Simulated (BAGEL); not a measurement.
# C3H5Ga (SMILES C#[C][GaH][CH3]) at RI-MP2/6-31G(d) (density fitting with cc-pvqz-jkfit, spherical functions)

What is the energy change on altering one bond length of C3H5Ga at RI-MP2/6-31G* (density fitting with cc-pvqz-jkfit, spherical functions)? 

The calculation is run with BAGEL 1.2.2.

6 further runs of the same task are left out: 5 that didn't finish, 1 set aside as unsound or not needed.

## Step 1: The structure to begin with

C3H5Ga: 9 atoms, total charge 0, spin state singlet. As SMILES, `C#[C][GaH][CH3]`. The shape is that of a PBE0-D4/def2-TZVP optimisation.

Bond lengths: C1–C2 1.210 Å, C2–Ga3 1.925 Å, Ga3–C4 1.958 Å, C1–H5 1.066 Å, Ga3–H6 1.564 Å, C4–H7 1.093 Å, C4–H8 1.090 Å, C4–H9 1.094 Å. Some angles: C1–C2–Ga3 179.3°, C2–Ga3–C4 117.4°, C2–C1–H5 179.8°, C2–Ga3–H6 117.1°, C4–Ga3–H6 125.5°, Ga3–C4–H7 109.9°, Ga3–C4–H8 112.6°, Ga3–C4–H9 109.4°, H7–C4–H8 109.1°, H7–C4–H9 106.9°.

## Step 2: The energy at RI-MP2/6-31G(d) (density fitting with cc-pvqz-jkfit, spherical functions)

input.json reads:

```json
{ "bagel" : [

{
  "title" : "molecule",
  "basis" : "6-31gs.json",
  "df_basis" : "cc-pvqz-jkfit",
  "angstrom" : true,
  "geometry" : [
    { "atom" : "C", "xyz" : [    1.498700,    0.816800,   -2.138700 ] },
    { "atom" : "C", "xyz" : [    0.950000,    0.745200,   -1.062800 ] },
    { "atom" : "Ga", "xyz" : [    0.068800,    0.611200,    0.643700 ] },
    { "atom" : "C", "xyz" : [   -1.036100,   -0.972500,    0.966400 ] },
    { "atom" : "H", "xyz" : [    1.983700,    0.883100,   -3.086100 ] },
    { "atom" : "H", "xyz" : [    0.292600,    1.783100,    1.655500 ] },
    { "atom" : "H", "xyz" : [   -0.451400,   -1.877200,    0.782100 ] },
    { "atom" : "H", "xyz" : [   -1.435200,   -1.006300,    1.980000 ] },
    { "atom" : "H", "xyz" : [   -1.871000,   -0.983500,    0.260000 ] }
  ]
},
{ "title" : "hf" },
{ "title" : "mp2", "ncore" : 12 }

]}
```

The basis set 6-31G* is read from a file made from the Basis Set Exchange's data (not shown).

Command:

```sh
$ BAGEL_NUM_THREADS=1 BAGEL input.json > input.out
```

Standard output:

```text
* using 1 threads per process

  ===============================================================
  ===============================================================

  *** Geometry ***

  { "atom" : "C", "xyz" : [      2.832133,      1.543528,     -4.041557 ] },
  { "atom" : "C", "xyz" : [      1.795240,      1.408224,     -2.008401 ] },
  { "atom" : "Ga", "xyz" : [      0.130013,      1.155001,      1.216417 ] },
  { "atom" : "C", "xyz" : [     -1.957945,     -1.837759,      1.826231 ] },
  { "atom" : "H", "xyz" : [      3.748650,      1.668817,     -5.831884 ] },
  { "atom" : "H", "xyz" : [      0.552934,      3.369571,      3.128442 ] },
  { "atom" : "H", "xyz" : [     -0.853022,     -3.547394,      1.477955 ] },
  { "atom" : "H", "xyz" : [     -2.712135,     -1.901631,      3.741658 ] },
  { "atom" : "H", "xyz" : [     -3.535678,     -1.858546,      0.491329 ] },

  Number of auxiliary basis functions:      791

  Since a DF basis is specified, we compute 2- and 3-index integrals:
    o Being stored without compression. Storage requirement is 0.045 GB

  Number of basis functions:       84
  Number of electrons      :       54

    * METHOD: MOLECULE                             0.55

  *** RHF ***

  === Nuclear Repulsion ===
   215.0785741606

      * DIIS with orbital gradients will be used.

  === RHF iteration (6-31gs.json) ===
      0      -2039.27528207          0.01524403           0.12
      1      -2039.38796200          0.00693890           0.11
      2      -2039.40869323          0.00177489           0.11
      3      -2039.41022738          0.00069140           0.11
      4      -2039.41043787          0.00009954           0.11
      5      -2039.41044646          0.00005498           0.11
      6      -2039.41044933          0.00003170           0.11
      7      -2039.41045141          0.00001428           0.12
      8      -2039.41045190          0.00000610           0.16
      9      -2039.41045196          0.00000263           0.11
     10      -2039.41045196          0.00000139           0.11
     11      -2039.41045196          0.00000035           0.11
     12      -2039.41045196          0.00000020           0.11
     13      -2039.41045196          0.00000007           0.11
     14      -2039.41045196          0.00000003           0.11
     15      -2039.41045196          0.00000002           0.11
     16      -2039.41045196          0.00000001           0.11
    * SCF iteration converged.

    * Permanent dipole moment:
           (    0.097700,     0.188528,     0.033840) a.u.

    * METHOD: HF                                   2.17

  *** RHF ***

  === Nuclear Repulsion ===
   215.0785741606

      * DIIS with orbital gradients will be used.

  === RHF iteration (6-31gs.json) ===
      0      -2039.41045196          0.00000001           0.11
    * SCF iteration converged.

    * Permanent dipole moment:
           (    0.097700,     0.188528,     0.033840) a.u.

  === DF-MP2 calculation ===

    * freezing 12 orbitals
    * 3-index integral transformation done
    * assembly done

      MP2 correlation energy:   -0.6134961475      0.06

      MP2 total energy:       -2040.0239481122

    * METHOD: MP2                                  0.29

  ===============================================================
```

Wall time 3.3 s (1 thread of Intel Xeon 6975P-C (Granite Rapids), shared host); peak memory 0.19 GiB.

## Step 3: The distorted shape, same level

mp2.json reads:

```json
{ "bagel": [

{
  "title": "molecule",
  "basis": "6-31gs.json",
  "df_basis": "cc-pvqz-jkfit",
  "angstrom": true,
  "geometry": [
    { "atom": "C", "xyz": [       0.797045,       1.902464,      -1.917535 ] },
    { "atom": "C", "xyz": [       0.248345,       1.830864,      -0.841635 ] },
    { "atom": "Ga", "xyz": [      -0.632855,       1.696864,       0.864865 ] },
    { "atom": "C", "xyz": [      -1.737755,       0.113164,       1.187565 ] },
    { "atom": "H", "xyz": [       1.282045,       1.968764,      -2.864935 ] },
    { "atom": "H", "xyz": [      -0.409055,       2.868764,       1.876665 ] },
    { "atom": "H", "xyz": [      -0.451400,      -1.877200,       0.782100 ] },
    { "atom": "H", "xyz": [      -2.136855,       0.079364,       2.201165 ] },
    { "atom": "H", "xyz": [      -2.572655,       0.102164,       0.481165 ] }
  ]
},

{
  "title": "hf",
  "charge": 0
},

{
  "title": "mp2",
  "charge": 0,
  "ncore": 12
}

]}
```

The basis set 6-31G* is read from a file made from the Basis Set Exchange's data (not shown).

Command:

```sh
$ BAGEL_NUM_THREADS=1 BAGEL mp2.json > mp2.out
```

Standard output:

```text
* using 1 threads per process

  ===============================================================
  ===============================================================

  *** Geometry ***

  { "atom" : "C", "xyz" : [      1.506197,      3.595136,     -3.623616 ] },
  { "atom" : "C", "xyz" : [      0.469304,      3.459832,     -1.590460 ] },
  { "atom" : "Ga", "xyz" : [     -1.195923,      3.206608,      1.634358 ] },
  { "atom" : "C", "xyz" : [     -3.283881,      0.213849,      2.244173 ] },
  { "atom" : "H", "xyz" : [      2.422714,      3.720425,     -5.413943 ] },
  { "atom" : "H", "xyz" : [     -0.773002,      5.421178,      3.546383 ] },
  { "atom" : "H", "xyz" : [     -0.853022,     -3.547394,      1.477955 ] },
  { "atom" : "H", "xyz" : [     -4.038071,      0.149976,      4.159599 ] },
  { "atom" : "H", "xyz" : [     -4.861613,      0.193062,      0.909270 ] },

  Number of auxiliary basis functions:      791

  Since a DF basis is specified, we compute 2- and 3-index integrals:
    o Being stored without compression. Storage requirement is 0.045 GB

  Number of basis functions:       84
  Number of electrons      :       54

    * METHOD: MOLECULE                             0.56

  *** RHF ***

  === Nuclear Repulsion ===
   211.1702455426

      * DIIS with orbital gradients will be used.

  === RHF iteration (6-31gs.json) ===
      0      -2039.05224819          0.01535683           0.12
      1      -2039.16818370          0.00836434           0.11
      2      -2039.20271701          0.00198634           0.11
      3      -2039.20583088          0.00072203           0.11
      4      -2039.20622612          0.00014312           0.11
      5      -2039.20627022          0.00006288           0.11
      6      -2039.20627523          0.00003846           0.11
      7      -2039.20627695          0.00001300           0.11
      8      -2039.20627734          0.00000566           0.11
      9      -2039.20627741          0.00000309           0.11
     10      -2039.20627742          0.00000143           0.11
     11      -2039.20627743          0.00000057           0.11
     12      -2039.20627743          0.00000026           0.11
     13      -2039.20627743          0.00000015           0.11
     14      -2039.20627743          0.00000007           0.10
     15      -2039.20627743          0.00000003           0.11
     16      -2039.20627743          0.00000001           0.11
     17      -2039.20627743          0.00000000           0.11
    * SCF iteration converged.

    * Permanent dipole moment:
           (    0.548495,    -0.558448,    -0.087057) a.u.

    * METHOD: HF                                   2.18

  *** RHF ***

  === Nuclear Repulsion ===
   211.1702455426

      * DIIS with orbital gradients will be used.

  === RHF iteration (6-31gs.json) ===
      0      -2039.20627743          0.00000000           0.11
    * SCF iteration converged.

    * Permanent dipole moment:
           (    0.548495,    -0.558448,    -0.087056) a.u.

  === DF-MP2 calculation ===

    * freezing 12 orbitals
    * 3-index integral transformation done
    * assembly done

      MP2 correlation energy:   -0.6355230177      0.06

      MP2 total energy:       -2039.8418004463

    * METHOD: MP2                                  0.29

  ===============================================================
```

It took 3.3 s on 1 thread of Intel Xeon 6975P-C (Granite Rapids), shared host; peak memory 0.19 GiB.

## Step 4: What came out

Level: RI-MP2/6-31G* (density fitting with cc-pvqz-jkfit, spherical functions), 12 core orbitals frozen.

| quantity | value |
| --- | --- |
| first shape: total energy | -2040.02395 Eh |
| first shape: correlation energy (12 core orbitals frozen) | -613.5 mEh |
| distorted shape: total energy | -2039.84180 Eh |
| distorted shape: correlation energy (12 core orbitals frozen) | -635.5 mEh |
| energy change with the C4–H7 bond stretched from 1.093 to 2.404 Å | 4.956 eV |

**Reading.** One bond (distorted shape) is far stretched, which a spin-restricted single reference describes badly; perturbation theory on it can break down and give far too much correlation. With the C4–H7 bond stretched from 1.093 to 2.404 Å the energy rises by 4.96 eV (478 kJ/mol). The first shape isn't relaxed at this level, so the change isn't measured from a minimum. A restricted reference can't describe the breaking bond well at this length.
